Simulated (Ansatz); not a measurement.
# C2HF3O2: how energies converge with the basis set

How large a basis does C2HF3O2 need? Two functionals are run in growing sets.

Program: Ansatz 0.2.0, Gaussian basis. Level of theory: one geometry, several basis sets. These are calculated values, not measurements.

The runs, in order: PBE0-D4/def2-SVP; ωB97M-V/def2-SVP; PBE0-D4/def2-QZVPP; ωB97M-V/def2-QZVPP; the functionals' def2-TZVPP values are taken from earlier runs.

## 1. The geometry

An earlier PBE0-D4 in a triple-zeta def2 set relaxation fixed the geometry.

8 atoms, charge 0, spin multiplicity 1.

Atoms are counted from 1 here; the program's logs count them from 0.

Bond lengths: O1–C2 1.183 Å, C2–O3 1.369 Å, C2–H8 1.097 Å, O3–C4 1.376 Å, C4–F5 1.321 Å, C4–F6 1.322 Å, C4–F7 1.322 Å. Angles: O1–C2–O3 126.1°, O1–C2–H8 126.7°, O3–C2–H8 107.2°, C2–O3–C4 119.2°, O3–C4–F5 106.5°, O3–C4–F6 111.8°, O3–C4–F7 111.8°, F5–C4–F6 108.8°, F5–C4–F7 108.8°, F6–C4–F7 109.0°.

## 2. PBE0-D4 in def2-SVP

Input file in.yaml:

```yaml
crystal:
  periodic: [false, false, false]
  atoms:
    - {symbol: O, position_ang: [0.883038, -0.997584, 1.311479]}
    - {symbol: C, position_ang: [0.000714, -1.248825, 0.565324]}
    - {symbol: O, position_ang: [-0.538096, -0.398617, -0.361841]}
    - {symbol: C, position_ang: [-0.037979, 0.878257, -0.471195]}
    - {symbol: F, position_ang: [-0.729375, 1.471363, -1.427821]}
    - {symbol: F, position_ang: [-0.188702, 1.561890, 0.650810]}
    - {symbol: F, position_ang: [1.241120, 0.877186, -0.807085]}
    - {symbol: H, position_ang: [-0.538620, -2.200771, 0.484530]}
basis:
  gaussian: {orbitals: def2-SVP}
hamiltonian: {xc: pbe0, dispersion: d4}
output: {orbitals: {seedname: orbitals}}
```

Further steps of the session: ωB97M-V in def2-SVP; PBE0-D4 in def2-QZVPP; ωB97M-V in def2-QZVPP.

Q: Predict the results of all the runs planned. Wanted: PBE0-D4: double and triple zeta above quadruple; ωB97M-V: double and triple zeta above quadruple.

As calculated:

| quantity | value |
| --- | --- |
| PBE0-D4: double and triple zeta above quadruple | 17.75, 0.72 eV |
| ωB97M-V: double and triple zeta above quadruple | 18.06, 0.68 eV |

What this shows: PBE0-D4 gains 17.03 eV from double to triple zeta, then 0.72 eV more. Total energies overstate the basis error of differences, where much of it tends to cancel.
